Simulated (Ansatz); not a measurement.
# CH4FInO: rotation by 180° about the O2–In3 bond, part 2 of 2

Aim: the minimum-energy path and barrier of the rotation by 180° about the O2–In3 bond. The ends are relaxed first, then joined by a nudged elastic band. SMILES of the start: C[O][InH][F].

Ansatz 0.2.0; RKS B3LYP/def2-SVP.

**7. The band again, with other settings**

crystal.atoms is end A as relaxed above, and neb.final_atoms is end B, turned to lie on A. With 6 inner images the band has 8 in all. The start path is listed, through a guess of the saddle.

File input.yaml:

```yaml
crystal:
  periodic: [false, false, false]
  atoms:
    - { symbol: C, position_ang: [0.184448, 1.296974, -0.088594] }
    - { symbol: O, position_ang: [0.131058, 0.265318, 0.873446] }
    - { symbol: In, position_ang: [-0.202108, -1.642444, 0.403051] }
    - { symbol: F, position_ang: [-0.425908, -1.724586, -1.556725] }
    - { symbol: H, position_ang: [0.004996, 0.946901, -1.121798] }
    - { symbol: H, position_ang: [-0.572505, 2.070882, 0.141469] }
    - { symbol: H, position_ang: [1.175985, 1.788338, -0.067101] }
    - { symbol: H, position_ang: [-0.295977, -3.001383, 1.416252] }
basis:
  gaussian: { orbitals: def2-SVP }
hamiltonian:
  xc: b3lyp
neb:
  order_check: false
  images: 6
  f_tol: 0.03
  max_iterations: 54
  climbing: false
  final_atoms:
    - { symbol: C, position_ang: [0.22713797, 1.35572681, 0.09252883] }
    - { symbol: O, position_ang: [-0.09750691, 0.2548562, -0.71719617] }
    - { symbol: In, position_ang: [-0.27264315, -1.6350563, -0.10329796] }
    - { symbol: F, position_ang: [-0.78034117, -2.71581207, -1.66021009] }
    - { symbol: H, position_ang: [0.49128879, 1.09727259, 1.13914419] }
    - { symbol: H, position_ang: [1.09216096, 1.90016614, -0.33254319] }
    - { symbol: H, position_ang: [-0.61777077, 2.07014003, 0.1395827] }
    - { symbol: H, position_ang: [-0.04233673, -2.3272934, 1.4419917] }
  initial_path:
    images:
      - { positions_ang: [[0.184448, 1.296974, -0.088594], [0.131058, 0.265318, 0.873446], [-0.202108, -1.642444, 0.403051], [-0.425908, -1.724586, -1.556725], [0.004996, 0.946901, -1.121798], [-0.572505, 2.070882, 0.141469], [1.175985, 1.788338, -0.067101], [-0.295977, -3.001383, 1.416252]] }
      - { positions_ang: [[0.15915979, 1.30565853, -0.06585248], [0.29121291, 0.233825, 0.76538636], [-0.16380484, -1.64164481, 0.3424709], [-0.13200939, -1.91624184, -1.53979709], [-0.24898944, 1.00321973, -0.93688671], [-0.4211995, 2.05929194, 0.33488263], [1.05591884, 1.78527843, -0.26456367], [-0.54029938, -2.82938698, 1.36436006]] }
      - { positions_ang: [[0.13387159, 1.31434306, -0.04311095], [0.45136781, 0.202332, 0.65732672], [-0.12550167, -1.64084562, 0.2818908], [0.16188921, -2.10789769, -1.52286919], [-0.50297487, 1.05953846, -0.75197542], [-0.269894, 2.04770189, 0.52829626], [0.93585268, 1.78221886, -0.46202635], [-0.78462175, -2.65739096, 1.31246812]] }
      - { positions_ang: [[0.10858338, 1.32302759, -0.02036943], [0.61152272, 0.170839, 0.54926708], [-0.08719851, -1.64004643, 0.2213107], [0.45578782, -2.29955353, -1.50594128], [-0.75696031, 1.11585719, -0.56706412], [-0.11858851, 2.03611183, 0.72170989], [0.81578653, 1.77915929, -0.65948902], [-1.02894413, -2.48539495, 1.26057618]] }
      - { positions_ang: [[0.11468195, 1.33142085, 0.00550526], [0.57887059, 0.16934446, 0.32203248], [-0.09727496, -1.63899105, 0.14897514], [0.40515451, -2.44115726, -1.52072487], [-0.68748991, 1.13733885, -0.24407238], [0.11922092, 2.01172385, 0.65399387], [0.5595357, 1.81941673, -0.62996278], [-0.9927098, -2.38909643, 1.26425328]] }
      - { positions_ang: [[0.15216729, 1.33952283, 0.03451311], [0.35341142, 0.19784837, -0.02437707], [-0.15573102, -1.63767946, 0.06488411], [0.00998928, -2.53270886, -1.56721994], [-0.29456368, 1.12398343, 0.21699981], [0.44353427, 1.97453795, 0.32514818], [0.16710021, 1.90299116, -0.37344762], [-0.67591878, -2.36849542, 1.32349942]] }
      - { positions_ang: [[0.18965263, 1.34762482, 0.06352097], [0.12795226, 0.22635229, -0.37078662], [-0.21418708, -1.63636788, -0.01920692], [-0.38517595, -2.62426047, -1.61371502], [0.09836255, 1.11062801, 0.678072], [0.76784762, 1.93735205, -0.0036975], [-0.22533528, 1.9865656, -0.11693246], [-0.35912775, -2.34789441, 1.38274556]] }
      - { positions_ang: [[0.22713797, 1.35572681, 0.09252883], [-0.09750691, 0.2548562, -0.71719617], [-0.27264315, -1.6350563, -0.10329796], [-0.78034117, -2.71581207, -1.66021009], [0.49128879, 1.09727259, 1.13914419], [1.09216096, 1.90016614, -0.33254319], [-0.61777077, 2.07014003, 0.1395827], [-0.04233673, -2.3272934, 1.4419917]] }
```

The run is started by

```console
ansatz run input.yaml --threads 1 --pin off --max-ram 2048MiB --backend cpu --events-out ev --progress --plain --runs-dir out
```

Standard output (excerpt; [...] marks lines left out):

```text
Warning: RAYON_NUM_THREADS=1 ignored (pool sized by the plan → 1); use --threads N
[...]
Functional definition: B3LYP
[...]
1028 factors; integrals over basis functions are off by at most 3.3e-4 eV
[...]
mean field -11037.42802957 eV, -405.6179986494 hartree, gradient 9.8e-6 eV, S^2 0.000000; 0 other end points of the search recorded, 0 dependent functions left out
[...]
reference -11037.42828620 eV, -405.6180080802 hartree; 24, 24 occupied and 64, 64 virtual orbitals, 1028 factors
1028 factors; integrals over basis functions are off by at most 7.4e-4 eV
[...]
mean field -11037.34167688 eV, -405.6148252464 hartree, gradient 1.2e-5 eV, S^2 0.000000; 0 other end points of the search recorded, 0 dependent functions left out
[...]
reference -11037.34193883 eV, -405.6148348728 hartree; 24, 24 occupied and 64, 64 virtual orbitals, 1028 factors
[...]
NEB iter  17: max|band force component| = 2.245e-2 eV/Å  barrier→ = 0.1693 eV  barrier← = 0.0829 eV  Δτ_max = 0.0000 Å  (315 SCF iters)
Total energy: -11037.25901169 eV, -405.6117873566 hartree
Atom 0 at     0.158018     1.378080    -0.064063 Å, force    -0.001477     0.015550    -0.014405 eV/Å
Atom 1 at     0.730223     0.124588     0.197073 Å, force    -0.009922    -0.009335     0.027688 eV/Å
Atom 2 at    -0.146135    -1.670957     0.249339 Å, force     0.004667    -0.001757    -0.006914 eV/Å
Atom 3 at    -0.021120    -2.519631    -1.524633 Å, force    -0.009865     0.009582    -0.002670 eV/Å
Atom 4 at    -0.378440     1.425730    -1.033276 Å, force     0.005085     0.003194     0.001703 eV/Å
Atom 5 at    -0.548142     1.709403     0.725837 Å, force    -0.007600    -0.006814    -0.011996 eV/Å
Atom 6 at     0.964433     2.133385    -0.107951 Å, force     0.007447    -0.007137     0.000582 eV/Å
Atom 7 at    -0.758847    -2.580599     1.557674 Å, force     0.011665    -0.003283     0.006011 eV/Å
Dipole moment:    -0.321931     0.135352     0.505609 e Å
this run last wrote the band of iteration 17 to <dir>
```

Wall time 9.7 min (1 thread of Intel Xeon at 2.70GHz, shared host); peak memory 0.19 GiB.

**8. What the band shows**

The 6 inner images lie between the fixed ends 0 and 7. Energy is taken from image 0, and the path length is the program's own coordinate along the band.

| image | path (Å) | energy (eV) | dihedral C1–O2–In3–F4 (°) | band force (eV/Å) |
| --- | --- | --- | --- | --- |
| 0 | 0.000 | 0.0000 | 0 | - |
| 1 | 0.898 | 0.0784 | 39 | 0.022 |
| 2 | 1.796 | 0.1693 | 93 | 0.016 |
| 3 | 2.695 | 0.1273 | 141 | 0.014 |
| 4 | 3.593 | 0.0899 | -176 | 0.006 |
| 5 | 4.491 | 0.0903 | 179 | 0.006 |
| 6 | 5.390 | 0.0879 | -176 | 0.002 |
| 7 | 6.288 | 0.0864 | 179 | - |

image, energy (eV) and a bar:
```
        0      0.000 
        1      0.078 ##############
        2      0.169 ##############################
        3      0.127 #######################
        4      0.090 ################
        5      0.090 ################
        6      0.088 ################
        7      0.086 ###############
```

**9. Results**

This closing draws on all 2 parts.

| quantity | value |
| --- | --- |
| end A | 6 moves, 0.027 eV lower |
| end B | 5 moves, 0.038 eV lower |
| first band: barrier forwards | 0.171 eV |
| first band: barrier backwards | 0.084 eV |
| first band: second end relative to first | +0.086 eV |
| first band: highest image | 4 of 0 to 6, climbing |
| first band: band iterations | 17 |
| imaginary modes at the top | 92i cm⁻¹ |
| second band | top 0.169 eV above image 0, 17 iterations, 6 inner images, none climbing |
| time, first and second band | 9.4 min and 9.7 min |

In words: In the first band: along this path the system climbs 0.17 eV from the first end (7 kT at 300 K), which at an assumed attempt frequency of 10^13 s⁻¹ means a rate near 10^10 s⁻¹. The second end lies 0.086 eV above the first, so the way back costs 0.084 eV. The listed dihedral goes from 0° at end A through 101° at the highest image to 179° at end B. One imaginary mode, as a first-order saddle point has. The second band's top lies 1 meV below the first's, so the changed settings hardly move the height. Zero-point energy and entropy are left out.
